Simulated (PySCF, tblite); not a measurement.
**CH9ClF2Si4: geometry, infrared bands and NMR shifts**

Aim: predict the infrared bands and NMR shifts of CH9ClF2Si4 (`FC(F)[SiH2][Si]([SiH3])([SiH3])Cl`).

The runs use tblite 0.8.0 and PySCF 2.14.0, with density-fitted response routines of our own; the level of theory stands in each step. All values are computed, except where a source is named. Atoms count from 0, in the outputs and in this text.

**1. Starting geometry**

17 atoms, charge 0, multiplicity 1; geometry from: force field or distance geometry start.

Bonds of the start (Å): F0–C1 1.37, C1–F2 1.38, C1–Si3 1.84, Si3–Si4 2.21, Si4–Si5 2.22, Si4–Si6 2.24, Si4–Cl7 2.10, C1–H8 1.13, Si3–H9 1.46, Si3–H10 1.49, Si5–H11 1.46, Si5–H12 1.48, Si5–H13 1.47, Si6–H14 1.47, Si6–H15 1.47, Si6–H16 1.45.

**2. Geometry optimisation with GFN2-xTB**

What the job is given:

```
{"job": {"kind": "relax", "xc": "GFN2-xTB", "basis": "xTB"}, "charge": 0, "multiplicity": 1}
F      2.044600     0.654600     1.615300
C      2.465300     0.456100     0.324700
F      2.703600     1.664200    -0.303500
Si     1.400900    -0.686800    -0.654900
Si    -0.734200    -0.134600    -0.717000
Si    -1.188600     1.840600     0.188900
Si    -1.869500    -1.651100     0.477500
Cl    -1.345400    -0.117100    -2.723400
H      3.484900    -0.028400     0.420300
H      1.872300    -0.917900    -2.014100
H      1.492700    -2.024900     0.004200
H     -0.514000     2.000600     1.476400
H     -2.641800     1.913600     0.480400
H     -0.884800     2.938000    -0.734300
H     -1.381800    -3.001400     0.163900
H     -1.642700    -1.295400     1.890500
H     -3.268400    -1.597900     0.095000
```

Launch:

```bash
$ OMP_NUM_THREADS=1 python probes_run.py task.json out
```

The driver reads the jobs from task.json and runs them one after another.

**Question.** This job is followed by: GFN2-xTB harmonic vibrations, gas phase; GIAO PBE0/pcSseg-1 NMR shielding, non-relativistic, gas phase. Predict these results of the whole session: strongest single infrared mode (GFN2-xTB); zero-point energy (GFN2-xTB); 13C shifts against TMS (PBE0/pcSseg-1); 1H shifts against TMS (PBE0/pcSseg-1, means over atoms taken as alike); 19F shifts against CFCl3 (PBE0/pcSseg-1, means over atoms taken as alike); 29Si shifts against TMS (PBE0/pcSseg-1, means over atoms taken as alike); 35Cl shifts against HCl (PBE0/pcSseg-1).

The runs gave:

```
                                                                 quantity                    value
                                strongest single infrared mode (GFN2-xTB)    738 cm⁻¹, 1086 km/mol
                                             zero-point energy (GFN2-xTB)            54.5 kcal/mol
                                   13C shifts against TMS (PBE0/pcSseg-1)                129.5 ppm
   1H shifts against TMS (PBE0/pcSseg-1, means over atoms taken as alike)     6.61, 4.32, 3.89 ppm
19F shifts against CFCl3 (PBE0/pcSseg-1, means over atoms taken as alike)               -138.6 ppm
 29Si shifts against TMS (PBE0/pcSseg-1, means over atoms taken as alike)  -11.5, -67.0, -96.9 ppm
                                  35Cl shifts against HCl (PBE0/pcSseg-1)                 -117 ppm
```

What this shows: Relaxing lowered the energy by 0.891 eV in 141 steps; the close pair that moved most is Si4–Si5, from 2.220 to 2.360 Å. No mode is imaginary among the 45: a minimum at this level. The strongest single mode, at 738 cm⁻¹, has its largest shares on H15, H11, H16 and H12 (the list is cut at 4 atoms). GFN2-xTB is a fitted tight-binding method: band positions and strengths are rough. Its intensities can rank the bands wrongly. H8 (hydrogen on an sp3 CH bonded to 2 F and Si) lies farthest downfield among hydrogen, at 6.61 ppm; its carbon carries F, an electronegative neighbour. At PBE0/pcSseg-1: Shielding is most anisotropic at F0, F2 (span 260 ppm, paramagnetic term -168 ppm).
